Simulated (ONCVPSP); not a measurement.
# An ONCV potential for Si, from input to tests

Task: generate the file, and judge it by its errors in other configurations, its logarithmic derivatives, its ghosts and its cutoff.

Program: ONCVPSP 4.0.1. Reference atom: LDA (Perdew-Wang 92), scalar-relativistic, spherical and spin-unpolarised. All values are calculated.

### Step 1. The atom and the settings

Typed settings, in words:

```
element                 : silicon (Si, Z = 14)
type                    : optimised norm-conserving Vanderbilt (ONCV)
frozen core             : [Ne]
valence charge          : 4
reference configuration : 3s2 3p2
partial waves           : 3s: rc 1.45 bohr, ncon 4, nbas 7, qcut 5.4 1/bohr, 2 projectors, debl 3.2 Ha; 3p: rc 2.00 bohr, ncon 4, nbas 8, qcut 3.7 1/bohr, 2 projectors, debl 3 Ha; d scattering state at 0.36 Ha: rc 1.65 bohr, ncon 4, nbas 7, qcut 5 1/bohr, 2 projectors, debl 3.7 Ha
local potential         : polynomial inside 1.35 bohr (lpopt 5, dvloc0 6 Ha)
core correction         : Teter function fitted to the true core (icmod 2), fcfact 0.4
```

### Step 2. Generating the potential

The input, Si.dat:

```
# ATOM AND REFERENCE CONFIGURATION
# atsym  z   nc   nv     iexc    psfile
  Si 14.00    3    2  -001012      upf
#
#   n    l    f
    1    0    2.00
    2    0    2.00
    2    1    6.00
    3    0    2.00
    3    1    2.00
#
# PSEUDOPOTENTIAL AND OPTIMIZATION
# lmax
    2
#
#   l,   rc,      ep,       ncon, nbas, qcut
    0    1.45    0.00    4    7    5.40
    1    2.00    0.00    4    8    3.70
    2    1.65    0.36    4    7    5.00
#
# LOCAL POTENTIAL
# lloc, lpopt,  rc(5),   dvloc0
    4    5    1.35    6.00
#
# VANDERBILT-KLEINMAN-BYLANDER PROJECTORs
# l, nproj, debl
    0    2    3.20
    1    2    3.00
    2    2    3.70
#
# MODEL CORE CHARGE
# icmod, fcfact, rcfact
    2    0.40    0.70
#
# LOG DERIVATIVE ANALYSIS
# epsh1, epsh2, depsh
   -2.00    5.00    0.02
#
# OUTPUT GRID
# rlmax, drl
    6.00    0.01
#
# TEST CONFIGURATIONS
# ncnf
    4
# nvcnf
#   n    l    f
    2
    3    0    2.00
    3    1    1.00
#
    2
    3    0    2.00
    3    1    0.00
#
    2
    3    0    1.00
    3    1    0.00
#
    2
    3    0    2.00
    3    1    1.50
#
```

Launch:

```bash
oncvpsp.x < Si.dat > Si.out
```

Before running it: what results should come out? Wanted: cutoffs for 1 and 0.1 mHa per electron, occupied waves; bound ghosts; GHOST(+) flags; largest test error; largest phase difference near zero energy, channels read; rms error of d²Exc/dn², without and with the model core.

**Answer**, as computed:

| quantity | value |
| --- | --- |
| cutoffs for 1 and 0.1 mHa per electron, occupied waves | 7.9 Ha and 49 Ha |
| bound ghosts | s at -64.76 eV |
| GHOST(+) flags | p at 606 eV |
| largest test error (AE − PS) | +48 meV, for 3s1 3p0 |
| largest phase difference near zero energy, channels read | 0.001 rad |
| rms error of d²Exc/dn², without and with the model core | 3.51 and 0.61 mHa |

In words: It has a bound ghost (s), a state that the atom doesn't have, and that rules the file out. By total energies transferability is fair: the largest error is 48 meV on 58.1 eV, for 3s1 3p0. That test lies far up in energy; among those under 40 eV, nearer to bonding, the largest error is 10 meV. The potential is soft on the atom at that tolerance: the looser tolerance needs 7.9 Ha. The tighter tolerance needs 49 Ha, and converged work needs a cutoff nearer that. At the looser tolerance the 3s wave is the slowest; 3p needs 3 Ha. That counts occupied waves only; other projectors can need more. Near zero energy the phases of the channels with partial waves agree within 0.001 rad. The program also flags highly localised states, GHOST(+) (p).
